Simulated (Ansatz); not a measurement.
# F₃HOTi: how energies converge with the basis set

Aim: see how fast density functionals converge with the basis set for F₃HOTi.

The runs use Ansatz 0.2.0, Gaussian basis; one geometry, several basis sets.

The runs, in order: PBE0-D4/def2-SVP; ωB97M-V/def2-SVP; PBE0-D4/def2-QZVPP; ωB97M-V/def2-QZVPP; the functionals' def2-TZVPP values are taken from earlier runs.

### 1 Structure used throughout

The geometry comes from an earlier relaxation with PBE0-D4 in a triple-zeta def2 set; it is a stationary point.

6 atoms, charge 0, spin multiplicity 1.

Atoms are counted from 1 here; the program's logs count them from 0.

Bond lengths: O1–Ti2 1.762 Å, O1–H6 0.957 Å, Ti2–F3 1.749 Å, Ti2–F4 1.750 Å, Ti2–F5 1.750 Å. Angles: Ti2–O1–H6 142.9°, O1–Ti2–F3 109.1°, O1–Ti2–F4 109.8°, O1–Ti2–F5 109.8°, F3–Ti2–F4 110.1°, F3–Ti2–F5 110.1°, F4–Ti2–F5 107.8°.

### 2 PBE0-D4 in def2-SVP

Contents of in.yaml:

```yaml
crystal:
  periodic: [false, false, false]
  atoms:
    - {symbol: O, position_ang: [-0.850019, 0.554108, 0.859997]}
    - {symbol: Ti, position_ang: [0.347121, -0.222651, -0.172725]}
    - {symbol: F, position_ang: [1.621023, -0.884745, 0.826901]}
    - {symbol: F, position_ang: [-0.409742, -1.495521, -1.105306]}
    - {symbol: F, position_ang: [1.008153, 0.944477, -1.296735]}
    - {symbol: H, position_ang: [-1.674537, 1.040433, 0.841668]}
basis:
  gaussian: {orbitals: def2-SVP}
hamiltonian: {xc: pbe0, dispersion: d4}
output: {orbitals: {seedname: orbitals}}
```

Run with:

```sh
$ ansatz run in.yaml --threads 4 --pin off --events-out ev --progress --plain --max-ram 10444MiB
```

The runs that follow: ωB97M-V in def2-SVP; PBE0-D4 in def2-QZVPP; ωB97M-V in def2-QZVPP.

**Question.** What will the summary of the whole plan be? Wanted: PBE0-D4: double and triple zeta above quadruple; ωB97M-V: double and triple zeta above quadruple.

As calculated:

| quantity | value |
| --- | --- |
| PBE0-D4: double and triple zeta above quadruple | 16.95, 0.99 eV |
| ωB97M-V: double and triple zeta above quadruple | 17.15, 0.92 eV |

For PBE0-D4 the step from double to triple zeta gains 15.96 eV and the next only 0.99 eV. These are total energies; as a rule much of such shifts cancels in differences, which this series doesn't test.
